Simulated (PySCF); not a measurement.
# NaPb (quartet): the SCF solver's settings

Aim: find out which solver settings change the answer for NaPb (quartet).

Program: PySCF 2.14.0. Level of theory: method and basis as typed in the scripts. These are calculated values, not measurements.

7 further runs of the same task are left out: 1 for a known fault of the program, 6 that didn't finish.

## Step 1: Where the work starts

NaPb (quartet): 2 atoms, charge 0, spin multiplicity 4.

No contacts short enough for the rule that draws bonds.

## Step 2: The base run

input.py reads:

```python
from pyscf import gto, scf, mp

mol = gto.M(
    atom='Na 0 0 0; Pb 0 0 3.415',
    basis='def2-tzvpp',
    ecp={'Pb': 'def2-tzvpp'},
    charge=0,
    spin=3,
    symmetry=True,
    verbose=4,
)
mf = scf.UHF(mol)
mf.kernel()
mp.MP2(mf, frozen=5).kernel()
mf.dip_moment()
print('orbital energies (hartree):', [e[max(0, n-3):n+3].round(4) for e, n in zip(mf.mo_energy, mol.nelec)])
```

Started as:

```console
> OMP_NUM_THREADS=1 python input.py
```

The log of this run is left out.

Base result: E(SCF) = -353.709364 Eh, 14 cycles, E(MP2) − E(SCF) = -0.52906 Eh, ⟨S²⟩ = 3.760, μ = 8.37 D (of the SCF density).

The bond length is a typed value, not an optimised one. The quartet is typed in the script; nothing here shows that it is the ground state.

## Step 3: Second-order solver on

Run 1 changes second-order solver: off → on.

input.py reads:

```python
from pyscf import gto, scf, mp

mol = gto.M(
    atom='Na 0 0 0; Pb 0 0 3.415',
    basis='def2-tzvpp',
    ecp={'Pb': 'def2-tzvpp'},
    charge=0,
    spin=3,
    symmetry=True,
    verbose=4,
)
mf = scf.UHF(mol)
mf = mf.newton()
mf.kernel()
mp.MP2(mf, frozen=5).kernel()
mf.dip_moment()
print('orbital energies (hartree):', [e[max(0, n-3):n+3].round(4) for e, n in zip(mf.mo_energy, mol.nelec)])
```

Started as:

```console
> OMP_NUM_THREADS=1 python input.py
```

## Step 4: Convergence threshold 1e-05 hartree

Run 2 changes convergence threshold: default → 1e-05 hartree.

input.py, as its differences from that of step 2:

```diff
@@ -12,2 +12,3 @@
 mf = scf.UHF(mol)
+mf.conv_tol = 1e-05
 mf.kernel()
```

## Step 5: DIIS space off

Run 3 changes DIIS space: default → off.

input.py, as its differences from that of step 2:

```diff
@@ -12,2 +12,3 @@
 mf = scf.UHF(mol)
+mf.diis = False
 mf.kernel()
```

## Step 6: Initial guess 1e

Run 4 changes initial guess: minao → 1e.

input.py, as its differences from that of step 2:

```diff
@@ -12,2 +12,3 @@
 mf = scf.UHF(mol)
+mf.init_guess = '1e'
 mf.kernel()
```

Q: Predict the outcome of this session. Wanted: for each run, E(SCF); from base; gap, α spin; SCF dipole; after the SCF.

As calculated:

```csv
run,E(SCF) (hartree),from base (eV),cycles,"gap, α spin (eV)",SCF dipole (D),after the SCF
base,-353.709364,0,14,5.13,8.37,"MP2 correlation -14.396 eV, core frozen"
second-order solver on,-353.709364,0.0000,4 macro,5.13,8.37,"MP2 correlation -14.396 eV, core frozen"
convergence threshold 1e-05 hartree,-353.709363,0.0000,9,5.12,8.39,"MP2 correlation -14.397 eV, core frozen"
DIIS space off,-353.709364,0.0000,27,5.13,8.37,"MP2 correlation -14.396 eV, core frozen"
initial guess 1e,-353.709364,0.0000,18,5.13,8.37,"MP2 correlation -14.396 eV, core frozen"
```

Distance from each run's final energy (log10 hartree) by cycle:

```csv
run,cycle 1,cycle 2,cycle 3,cycle 5,cycle 8,cycle 12
base,-0.3,-0.9,-2.3,-3.4,-5.3,-8.4
second-order solver on,-1.9,-8.9,< -11,done,done,done
convergence threshold 1e-05 hartree,-0.3,-0.9,-2.3,-3.4,-5.3,done
DIIS space off,-0.3,-0.9,-1.6,-2.8,-4.1,-5.3
initial guess 1e,1.7,2.0,0.5,-0.4,-2.6,-5.0
```

With second-order solver on or convergence threshold 1e-05 hartree or DIIS space off or initial guess 1e the SCF ends at the base energy. The base needs 14 cycles and the run with DIIS space off needs 27.
